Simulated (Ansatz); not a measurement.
# SnSe: the cost of one run

Computed with Ansatz 0.2.0, driven from Python. Level of theory: DFT r2SCAN, plane waves, PAW.

**1. The system**

Symmetry: P4/nmm, No. 129, tetragonal system. Conventional cell: a = 4.285 Å, b = 4.285 Å, c = 10.991 Å, α = 90.00°, β = 90.00°, γ = 90.00°. Around Sn (site symmetry 4mm) lie 5 Se at 2.68 to 3.03 Å. Around Se (site symmetry 4mm) lie 5 Sn at 2.68 to 3.03 Å.

The script holds or builds the structure itself.

**2. Script**

Contents of ecut_snse.py:

```python
"""Convergence of SnSe with the plane-wave cutoff."""

import warnings

import ansatz as az
import matplotlib.pyplot as plt
import numpy as np

params = {
    "kgrid": (4, 4, 2),
}

warnings.simplefilter("ignore", az.DeckWarning)

vectors = np.array([
    [4.285327, 0.0, 0.0],
    [0.0, 4.285327, 0.0],
    [0.0, 0.0, 10.990692],
])
cell = (
    az.Lattice.of(vectors)
    .atom("Sn", (0.5, 0.0, 0.372229))
    .atom("Sn", (0.0, 0.5, 0.627771))
    .atom("Se", (0.5, 0.0, 0.616039))
    .atom("Se", (0.0, 0.5, 0.383961))
)

calculation = cell.calculation()
calculation = calculation.functional(az.Functional.R2SCAN)
calculation = calculation.occupations(az.OccupationsMethod.FIXED)
calculation = calculation.kpoints(*params["kgrid"]).forces()
calculation = calculation.stress()

rows = []
for value in [250, 350, 450, 550]:
    report = calculation.basis(value).run(threads=1, backend="cpu").report
    rows.append((value, report["free_energy_ev"] / len(report["lattice"]["sites"]), report["n_iterations"], sum(report["stress_gpa"][i][i] for i in range(3)) / 3, max(abs(f) for row in report["forces_ev_ang"] for f in row), report["n_pw"]))

print(" cutoff (eV)   F/atom (eV)    iterations       P (GPa)  max component (eV/A)   plane waves")
for row in rows:
    print(f"{str(row[0]):>12s}  {row[1]:12.5f}  {row[2]:12d}  {row[3]:12.3f}  {row[4]:20.4f}  {row[5]:12d}")

# differences from the last row
for row in rows[:-1]:
    shift = 1000 * (row[1] - rows[-1][1])
    print(f"{row[0]}: {shift:+.2f} meV/atom" + ("  (within 5 meV)" if abs(shift) < 5 else ""))
plt.figure(figsize=(4.5, 3))
plt.plot([str(row[0]) for row in rows], [1000 * (row[1] - rows[-1][1]) for row in rows], "o-")
plt.xlabel("cutoff (eV)")
plt.ylabel("F - F(last) (meV/atom)")
plt.tight_layout()
plt.savefig("ecut.png", dpi=100)
```

**3. The input behind the calls**

The engine receives this input (first run):

```yaml
crystal:
  lattice:
    - [4.285327, 0.0, 0.0]
    - [0.0, 4.285327, 0.0]
    - [0.0, 0.0, 10.990692]
  atoms:
    - { symbol: Sn, position: [0.5, 0.0, 0.372229] }
    - { symbol: Sn, position: [0.0, 0.5, 0.627771] }
    - { symbol: Se, position: [0.5, 0.0, 0.616039] }
    - { symbol: Se, position: [0.0, 0.5, 0.383961] }
basis:
  ecutwfc: 250.0
kpoints:
  mp_grid:
    grid: [4, 4, 2]
hamiltonian:
  xc: r2scan
scf:
  occupations:
    method: fixed
output:
  forces: true
  stress: true
```

**4. Launch**

The run is started by

```console
$ python ecut_snse.py
```

What time and memory should one allow on 1 thread of Arm Neoverse V2, shared host?

About 35 s, with a peak of 1.1 GiB.
